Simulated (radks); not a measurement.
**Taking charge from the 4s level of Ti⁺ in fractions**

The task here is to estimate one member of a computed series from the others.

Method: Dirac Kohn-Sham, LDA (Slater exchange, Perdew-Wang correlation), spin-unpolarised, spherical densities, finite nucleus; open shells fill j = l - 1/2 first. Code: radks (a radial shooting solver on a logarithmic mesh, Libxc functionals) version 1.

**The atom as given**

* element: titanium (Z = 22)
* charge: +1
* electrons: 21
* configuration: [Ar] 3d2 4s1
* nuclear rms radius: 3.5921 fm

The first run:

Input:

```text
Z 22
configuration [Ar] 3d2 4s1
relativity Dirac
functional lda,pw
spin unpolarised
j_filling energy
nucleus finite rms 3.5921 fm
c 137.035999084
```

Among the steps run: Start: [Ar] 3d2 4s1.

One table of the session follows, with a row left open; its other results are not shown here.

Sizes of the orbitals, from the radial functions (bohr):

| level | <r> | outermost maximum (interpolated) | 90 % within | nodes |
| --- | --- | --- | --- | --- |
| 2p1/2 | 0.2885 | 0.218 | 0.475 | 0 |
| 2p3/2 | 0.2912 | 0.220 | 0.479 | 0 |
| 3s1/2 | 1.009 | 0.870 | 1.51 | 2 |
| 3p1/2 | 1.082 | 0.896 | 1.67 | 1 |
| 3p3/2 | ? | ? | ? | ? |
| 3d3/2 | 1.516 | 0.973 | 2.65 | 0 |
| 3d5/2 | 1.521 | 0.975 | 2.66 | 0 |
| 4s1/2 | 3.159 | 2.73 | 4.67 | 3 |

Q: Estimate the row for 3p3/2 from the others.

**Answer.** <r>: 1.090; outermost maximum (interpolated): 0.903; 90 % within: 1.68; nodes: 1. In the column «<r>» it lies between 3p1/2 (1.082) and 3d3/2 (1.516).
